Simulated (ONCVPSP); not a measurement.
# Gallium: generating and testing an ONCV potential

Aim: build the potential from the settings below, then test how well it stands in for the atom: other configurations, scattering, ghost states and the plane-wave cutoff that it needs.

Program: ONCVPSP 4.0.1.1 (patched build). Reference atom: PBEsol, scalar-relativistic, spherical and spin-unpolarised. All values are calculated.

## (1) Starting point

Typed settings, in words:

- element: gallium (Ga, Z = 31)
- type: optimised norm-conserving Vanderbilt (ONCV)
- frozen core: [Ne] 3s2
- valence charge: 19
- reference configuration: 3p6 3d10 4s2 4p1
- partial waves: 4s: rc 2.10 bohr, ncon 4, nbas 8, qcut 3.9 1/bohr, 1 projector; 3p+4p: rc 1.35 bohr, ncon 4, nbas 7, qcut 11.9 1/bohr, 3 projectors, debl 1.9 Ha; 3d: rc 0.65 bohr, ncon 3, nbas 8, qcut 16.5 1/bohr, local
- local potential: the d channel
- core correction: not asked for

## (2) The generation run

The input, Ga.dat:

```
# ATOM AND REFERENCE CONFIGURATION
# atsym  z   nc   nv     iexc    psfile
  Ga 31.00    4    4  -116133      upf
#
#   n    l    f
    1    0    2.00
    2    0    2.00
    2    1    6.00
    3    0    2.00
    3    1    6.00
    3    2   10.00
    4    0    2.00
    4    1    1.00
#
# PSEUDOPOTENTIAL AND OPTIMIZATION
# lmax
    2
#
#   l,   rc,      ep,       ncon, nbas, qcut
    0    2.10    0.00    4    8    3.90
    1    1.35    0.00    4    7   11.90
    2    0.65    0.00    3    8   16.50
#
# LOCAL POTENTIAL
# lloc, lpopt,  rc(5),   dvloc0
    2    5    0.65    0.00
#
# VANDERBILT-KLEINMAN-BYLANDER PROJECTORs
# l, nproj, debl
    0    1    3.10
    1    3    1.90
    2    0    2.20
#
# MODEL CORE CHARGE
# icmod, fcfact, rcfact
    0    0.00    0.00
#
# LOG DERIVATIVE ANALYSIS
# epsh1, epsh2, depsh
   -5.00    5.00    0.04
#
# OUTPUT GRID
# rlmax, drl
    6.00    0.01
#
# TEST CONFIGURATIONS
# ncnf
    4
# nvcnf
#   n    l    f
    4
    3    1    6.00
    3    2   10.00
    4    0    2.00
    4    1    0.00
#
    4
    3    1    6.00
    3    2   10.00
    4    0    1.00
    4    1    0.00
#
    4
    3    1    6.00
    3    2   10.00
    4    0    0.00
    4    1    0.00
#
    4
    3    1    5.00
    3    2   10.00
    4    0    2.00
    4    1    1.00
#
```

Launch:

```console
$ oncvpsp.x < Ga.dat > Ga.out
```

Q: Predict the outcome of this session. Wanted: cutoffs for 1 and 0.1 mHa per electron, occupied waves; bound ghosts; GHOST(+) flags; largest test error; largest phase difference near zero energy, channels read.

**Answer**, as computed:

| quantity | value |
| --- | --- |
| cutoffs for 1 and 0.1 mHa per electron, occupied waves | 265 Ha and 768 Ha |
| bound ghosts | s at -713.60 eV |
| GHOST(+) flags | s at 17 eV |
| largest test error (AE − PS) | +3.9 meV, for 3p6 3d10 4s1 4p0 (2 tests unsolved) |
| largest phase difference near zero energy, channels read | 0.032 rad |

**Reading.** A bound ghost (s) makes it unfit for use: electrons can fall into a state that the atom doesn't have. The worst unpolarised test, 3p6 3d10 4s1 4p0, is off by 3.9 meV on 26.8 eV; by total energies transferability rates as very good where solved. Atomic tests can pass in spite of a ghost, since they solve only for the levels asked. Of the tests 2 gave no usable energy difference, which is a warning in itself. The potential is very hard: the looser tolerance needs 265 Ha. The tighter tolerance needs 768 Ha, and converged work needs a cutoff nearer that. At the looser tolerance the 3d wave is the slowest; 3p needs 47 Ha. Of the channels read, s scatters worst near zero energy, by up to 0.03 rad. The program also flags highly localised states, GHOST(+) (s). These are tests on the free atom; a crystal test is still owed.
